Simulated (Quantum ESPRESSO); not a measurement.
Hf:

```xyz
3
Lattice="4.9500 0.0000 0.0000 -2.4750 4.2868 0.0000 0.0000 0.0000 3.0600" Properties=species:S:1:pos:R:3 pbc="T T T"
Hf    0.0000    0.0000    0.0000
Hf    0.0000    2.8579    1.5300
Hf    2.4750    1.4289    1.5300
```

This isn't the form of Hf at room conditions, which is hcp.

A run of Quantum ESPRESSO 7.5 on this cell left the log below. Logs are shortened: lines on timing, memory, paths and dates and some standing lists are left out, and cuts for length are marked.

```text
This program is part of the open-source Quantum ESPRESSO suite
     for quantum simulation of materials; please cite
[... 9 lines left out ...]
     --------------------
     sticks:   dense  smooth     PW     G-vecs:    dense   smooth      PW
     Sum        2173    1069    313                50531    17869    2917

     Using Slab Decomposition

     bravais-lattice index     =            0
     lattice parameter (alat)  =       9.3541  a.u.
     unit-cell volume          =     438.1866 (a.u.)^3
     number of atoms/cell      =            3
     number of atomic types    =            1
     number of electrons       =        36.00
     number of Kohn-Sham states=           26
     kinetic-energy cutoff     =      45.0000  Ry
     charge density cutoff     =     360.0000  Ry
     scf convergence threshold =      6.0E-10
     mixing beta               =       0.5000
     number of iterations used =            8  plain     mixing
     energy convergence thresh.=      1.0E-05
     force convergence thresh. =      4.0E-04
     press convergence thresh. =      3.0E-01
     Exchange-correlation= SLA  PW   PSX  PSC
                           (   1   4  10   8   0   0   0)
     nstep                     =           40

     celldm(1)=   9.354144  celldm(2)=   0.000000  celldm(3)=   0.000000
     celldm(4)=   0.000000  celldm(5)=   0.000000  celldm(6)=   0.000000

     crystal axes: (cart. coord. in units of alat)
               a(1) = (   1.000000   0.000000   0.000000 )
               a(2) = (  -0.500000   0.866025   0.000000 )
               a(3) = (   0.000000   0.000000   0.618182 )

     reciprocal axes: (cart. coord. in units 2 pi/alat)
               b(1) = (  1.000000  0.577350 -0.000000 )
               b(2) = (  0.000000  1.154701  0.000000 )
               b(3) = (  0.000000 -0.000000  1.617647 )

     PseudoPot. # 1 for Hf read from file:
     hf_pbesol_v1.uspp.F.UPF
     Pseudo is Ultrasoft + core correction, Zval = 12.0
     Generated by new atomic code, or converted to UPF format
     Using radial grid of  921 points,  8 beta functions with:
                l(1) =   0
                l(2) =   0
                l(3) =   0
                l(4) =   1
                l(5) =   1
                l(6) =   2
                l(7) =   2
                l(8) =   3
     Q(r) pseudized with  6 coefficients,  rinner =    1.200   1.200   1.200
[... 895 lines left out ...]
     charge density cutoff     =     360.0000  Ry
     scf convergence threshold =      6.0E-12
     mixing beta               =       0.5000
     number of iterations used =            8  plain     mixing
     press convergence thresh. =      3.0E-01
     Exchange-correlation= SLA  PW   PSX  PSC
                           (   1   4  10   8   0   0   0)

     celldm(1)=   9.354144  celldm(2)=   0.000000  celldm(3)=   0.000000
     celldm(4)=   0.000000  celldm(5)=   0.000000  celldm(6)=   0.000000

     crystal axes: (cart. coord. in units of alat)
               a(1) = (   0.914286  -0.000000  -0.000000 )
               a(2) = (  -0.457143   0.791795  -0.000000 )
               a(3) = (  -0.000000  -0.000000   0.570248 )

     reciprocal axes: (cart. coord. in units 2 pi/alat)
               b(1) = (  1.093750  0.631477  0.000000 )
               b(2) = (  0.000000  1.262954  0.000000 )
               b(3) = (  0.000000  0.000000  1.753624 )

     PseudoPot. # 1 for Hf read from file:
     hf_pbesol_v1.uspp.F.UPF
     Pseudo is Ultrasoft + core correction, Zval = 12.0
     Generated by new atomic code, or converted to UPF format
     Using radial grid of  921 points,  8 beta functions with:
                l(1) =   0
                l(2) =   0
                l(3) =   0
                l(4) =   1
                l(5) =   1
                l(6) =   2
                l(7) =   2
                l(8) =   3
     Q(r) pseudized with  6 coefficients,  rinner =    1.200   1.200   1.200
                                                       1.200   1.200   1.200
                                                       1.200

     atomic species   valence    mass     pseudopotential
     Hf               12.00   178.49000     Hf( 1.00)

     24 Sym. Ops., with inversion, found

   Cartesian axes

     site n.     atom                  positions (alat units)
         1        Hf     tau(   1) = (   0.0000000   0.0000000   0.0000000  )
         2        Hf     tau(   2) = (  -0.0000000   0.5278632   0.2851238  )
         3        Hf     tau(   3) = (   0.4571429   0.2639316   0.2851238  )

     number of k points=   240  Gaussian smearing, width (Ry)=  0.0073

     Number of k-points >= 100: set verbosity='high' to print them.

     Dense  grid:    38985 G-vectors     FFT dimensions: (  54,  54,  36)

     Smooth grid:    13835 G-vectors     FFT dimensions: (  40,  40,  24)

     Initial potential from superposition of free atoms

     starting charge      30.0000, renormalised to      36.0000

     negative rho (up, down):  3.814E-01 0.000E+00
     Starting wfcs are   39 randomized atomic wfcs

     Self-consistent Calculation

     iteration #  1     ecut=    45.00 Ry     beta= 0.50
     Davidson diagonalization with overlap
     c_bands:  1 eigenvalues not converged
     c_bands:  1 eigenvalues not converged
     c_bands:  1 eigenvalues not converged
     c_bands:  1 eigenvalues not converged
     ethr =  1.00E-06,  avg # of iterations = 12.2
[... 133 lines left out ...]
     negative rho (up, down):  3.263E-01 0.000E+00
          total   stress  (Ry/bohr**3)                   (kbar)     P=      446.16
   0.00303253   0.00000000   0.00000000          446.10        0.00        0.00
   0.00000000   0.00303253  -0.00000000            0.00      446.10       -0.00
  -0.00000000  -0.00000000   0.00303379           -0.00       -0.00      446.29

=------------------------------------------------------------------------------=
   JOB DONE.
=------------------------------------------------------------------------------=
```

Q: What input gives this log?

A: Relaxation of cell and atoms with PBEsol, no spin polarisation. The files as run (others can give the same):

pw.in
```
&CONTROL
  calculation = 'vc-relax'
  prefix = 'pwscf'
  outdir = './tmp'
  pseudo_dir = './pseudo'
  tprnfor = .true.
  tstress = .true.
  disk_io = 'low'
  nstep = 40
  forc_conv_thr = 0.0004
  etot_conv_thr = 1d-05
/
&SYSTEM
  ibrav = 0
  nat = 3
  ntyp = 1
  ecutwfc = 45
  ecutrho = 360
  nbnd = 26
  occupations = 'smearing'
  smearing = 'gaussian'
  degauss = 0.00734986
/
&ELECTRONS
  conv_thr = 6d-10
  electron_maxstep = 120
  mixing_beta = 0.5
/
&IONS
  ion_dynamics = 'bfgs'
/
&CELL
  cell_dynamics = 'bfgs'
  press = 450
  press_conv_thr = 0.3
/
ATOMIC_SPECIES
Hf   178.4900 hf_pbesol_v1.uspp.F.UPF
CELL_PARAMETERS angstrom
   4.9500000000    0.0000000000    0.0000000000
  -2.4750000000    4.2868257487    0.0000000000
   0.0000000000    0.0000000000    3.0600000000
ATOMIC_POSITIONS crystal
Hf     0.0000000000    0.0000000000    0.0000000000
Hf     0.3333333333    0.6666666667    0.5000000000
Hf     0.6666666667    0.3333333333    0.5000000000
K_POINTS automatic
14 14 19 0 0 0
```

Potentials or basis: GBRV 1.5 PBEsol.
The run is started by
```bash
$ OMP_NUM_THREADS=1 pw.x -in pw.in > pw.out
```
